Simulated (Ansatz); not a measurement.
# CH4F3NZr: basis-set convergence

Aim: see how fast density functionals converge with the basis set for CH4F3NZr.

Method: one geometry, several basis sets; program: Ansatz 0.2.0, Gaussian basis.

Levels to be run: PBE0-D4/def2-SVP; ωB97M-V/def2-SVP; PBE0-D4/def2-QZVPP; ωB97M-V/def2-QZVPP; the functionals' def2-TZVPP values are taken from earlier runs.

1 further run of the same task is left out (for a known fault of the program). Runs told in other sessions of the task aren't counted.

**1. The geometry**

All runs share one geometry, relaxed beforehand with PBE0-D4 in a triple-zeta def2 set. Zr takes the def2 core potential; no spin-orbit term is included.

SMILES `C[NH][Zr]([F])([F])[F]`, 10 atoms, charge 0, spin multiplicity 1.

Atoms are counted from 1 here; the program's logs count them from 0.

Bond lengths: C1–N2 1.451 Å, C1–H7 1.095 Å, C1–H8 1.095 Å, C1–H9 1.095 Å, N2–Zr3 2.007 Å, N2–H10 1.012 Å, Zr3–F4 1.912 Å, Zr3–F5 1.906 Å, Zr3–F6 1.912 Å. Angles: N2–C1–H7 112.0°, N2–C1–H8 112.1°, N2–C1–H9 110.2°, H7–C1–H8 108.5°, H7–C1–H9 106.9°, H8–C1–H9 106.9°, C1–N2–Zr3 125.0°, C1–N2–H10 112.0°, Zr3–N2–H10 122.9°, N2–Zr3–F4 107.9°, N2–Zr3–F5 107.7°, N2–Zr3–F6 108.0°, F4–Zr3–F5 113.2°, F4–Zr3–F6 106.7°, F5–Zr3–F6 113.1°.

**2. PBE0-D4 in def2-SVP**

in.yaml

```yaml
crystal:
  periodic: [false, false, false]
  atoms:
    - {symbol: C, position_ang: [0.789738, -1.276159, 0.245306]}
    - {symbol: N, position_ang: [0.677180, 0.080366, -0.258056]}
    - {symbol: Zr, position_ang: [-0.977181, 1.212761, -0.157988]}
    - {symbol: F, position_ang: [-2.390501, 0.268055, -1.032158]}
    - {symbol: F, position_ang: [-0.582337, 2.890879, -0.970269]}
    - {symbol: F, position_ang: [-1.476383, 1.369470, 1.680550]}
    - {symbol: H, position_ang: [1.030436, -1.990614, -0.549017]}
    - {symbol: H, position_ang: [1.547927, -1.361696, 1.030936]}
    - {symbol: H, position_ang: [-0.160510, -1.597327, 0.684122]}
    - {symbol: H, position_ang: [1.541639, 0.404256, -0.673436]}
basis:
  gaussian: {orbitals: def2-SVP}
hamiltonian: {xc: pbe0, dispersion: d4}
output: {orbitals: {seedname: orbitals}}
```

Run with:

```bash
> ansatz run in.yaml --threads 4 --pin off --events-out ev --progress --plain --max-ram 11315MiB
```

The runs that follow: ωB97M-V in def2-SVP; PBE0-D4 in def2-QZVPP; ωB97M-V in def2-QZVPP.

Before running them: what should the planned runs give, taken together? Wanted: PBE0-D4: double and triple zeta above quadruple; ωB97M-V: double and triple zeta above quadruple.

As calculated:

| quantity | value |
| --- | --- |
| PBE0-D4: double and triple zeta above quadruple | 13.99, 0.68 eV |
| ωB97M-V: double and triple zeta above quadruple | 14.30, 0.65 eV |

In words: For PBE0-D4 the step from double to triple zeta gains 13.30 eV and the next only 0.68 eV. Total energies overstate the basis error of differences, where much of it tends to cancel.
